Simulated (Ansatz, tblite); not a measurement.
PtSe2: GFN2-xTB, run from Python

These are simulated results from tblite 0.8.0, not measurements. The cell began as a measured structure and was relaxed with r2SCAN+rVV10 in plane waves (Ansatz 0.2.0). All runs are without spin polarisation.

The symmetry is P-3m1 (No. 164, trigonal); a = 3.729 Å, c = 5.277 Å in the conventional setting, 21.18 Å³ an atom. Pt has 6 Se at 2.51 Å; Se has 3 Pt at 2.51 Å.

tblite solves periodic systems at the zone centre alone, so the script builds a cluster of 3×3×2 conventional cells (54 atoms), which folds in a coarse mesh of k points.

The script, run.py:

```python
import json
from ase import Atoms
from ase.build import make_supercell
from ase.units import Bohr, GPa, Hartree
from tblite.interface import Calculator

atoms = Atoms(['Pt', 'Se', 'Se'],
              cell=[[3.72865996, 0.0, 0.0], [-1.86432998, 3.22911425, 0.0], [0.0, 0.0, 5.27703342]],
              scaled_positions=[[0.0, 0.0, 0.0], [0.333333333, 0.666666667, 0.246222306], [0.666666667, 0.333333333, 0.753777694]],
              pbc=True)
cluster = make_supercell(atoms, [[3, 0, 0], [0, 3, 0], [0, 0, 2]])
calc = Calculator('GFN2-xTB', cluster.numbers, cluster.positions / Bohr, lattice=cluster.cell[:] / Bohr, periodic=cluster.pbc)
calc.set('temperature', 0.02 / Hartree)
calc.set('max-iter', 150)
res = calc.singlepoint()
levels = res.get('orbital-energies') * Hartree
nv = round(res.get('orbital-occupations').sum() / 2)
cells = len(cluster) // len(atoms)
out = {'energy_per_cell': res.get('energy') * Hartree / cells, 'homo': levels[nv - 1], 'lumo': levels[nv],
       'stress': (-res.get('virial') * Hartree / cluster.get_volume() / GPa).tolist(), 'charges': res.get('charges')[:len(atoms)].tolist(), 'electrons': 2 * nv / cells}
json.dump(out, open('results.json', 'w'))
for key, value in out.items():
    print(key, value)
```

Command: `python run.py`. It took 8.1 s on 1 thread of Arm Neoverse N1, on a shared host, peak memory 0.12 GiB.

What it printed:

```
------------------------------------------------------------
  cycle        total energy    energy error   density error
------------------------------------------------------------
      1     -198.1279995045  -1.9849444E+02   3.4866020E-01
      2     -198.2295663257  -1.0156682E-01   1.2926454E-01
      3     -198.0155530592   2.1401327E-01   1.2361278E-01
      4     -198.5190653611  -5.0351230E-01   3.1993433E-02
      5     -198.4968021833   2.2263178E-02   2.4315012E-02
      6     -198.5208304067  -2.4028223E-02   3.0904189E-03
      7     -198.5172938104   3.5365964E-03   6.5527196E-03
      8     -198.5210685796  -3.7747692E-03   1.0947012E-03
      9     -198.5210891235  -2.0543903E-05   7.4642028E-04
     10     -198.5210998751  -1.0751569E-05   3.7621650E-04
     11     -198.5211016977  -1.8226582E-06   7.7889669E-05
     12     -198.5211017789  -8.1167798E-08   4.0302334E-05
     13     -198.5211018022  -2.3300032E-08   8.2451840E-06
------------------------------------------------------------

 total:                                   7.102 sec
energy_per_cell -300.11301861793044
homo -9.565811394068186
lumo -9.565811354256098
stress [[4.482936171166511, -8.619871462323796e-06, -4.6152803385725207e-07], [-8.61987146211753e-06, 4.482926246830611, -3.036121864993225e-07], [-4.615280337508386e-07, -3.036121865668248e-07, 2.7899157553353686]]
charges [-0.23709464246912604, 0.11855972456666021, 0.1185594244868895]
electrons 22.0
```

The cycle table is in hartree for the whole cluster, and the lines after it are in eV (the energy for one cell). The printed stress is in GPa and positive in compression, and the pressure is its mean diagonal.

GFN2-xTB gives no gap at the points read. On the same cell, plane-wave PBE (Ansatz, 12×12×6 k points and the special points) gives no gap (an overlap of 0.16 eV at the points read) and r2SCAN no gap (an overlap of 0.04 eV at the points read); on shared hosts these took about 16 and 41 core-seconds on the 3-atom cell, against 8.1 for the script. Spin-orbit coupling, left out in all these runs, can cut or reorder the gap by tenths of an eV, up to about 1 eV with Pb or Bi.

The same script was run on cells scaled at fixed shape and fractional coordinates:

| volume (Å³/atom) | energy (meV/atom) | pressure (GPa, positive in compression) | gap (eV) |
| --- | --- | --- | --- |
| 18.64 | 167.8 | 18.85 | 0.00 |
| 19.91 | 54.6 | 10.12 | 0.00 |
| 21.18 | 0.0 | 3.92 | 0.00 |
| 22.45 | -14.2 | -0.30 | 0.00 |
| 23.72 | 0.8 | -3.42 | 0.00 |

A Birch-Murnaghan fit puts the minimum at 22.36 Å³/atom, 5.6 % above the given cell, with a bulk modulus of 64.9 GPa at fixed shape.

xTB was fitted mostly to molecules, and a small cluster samples few k points, so gaps, pressures and kinks along a curve can be far from a solid's.

Spin-orbit coupling is left out, which matters wherever the heavy atoms make up the band edges.
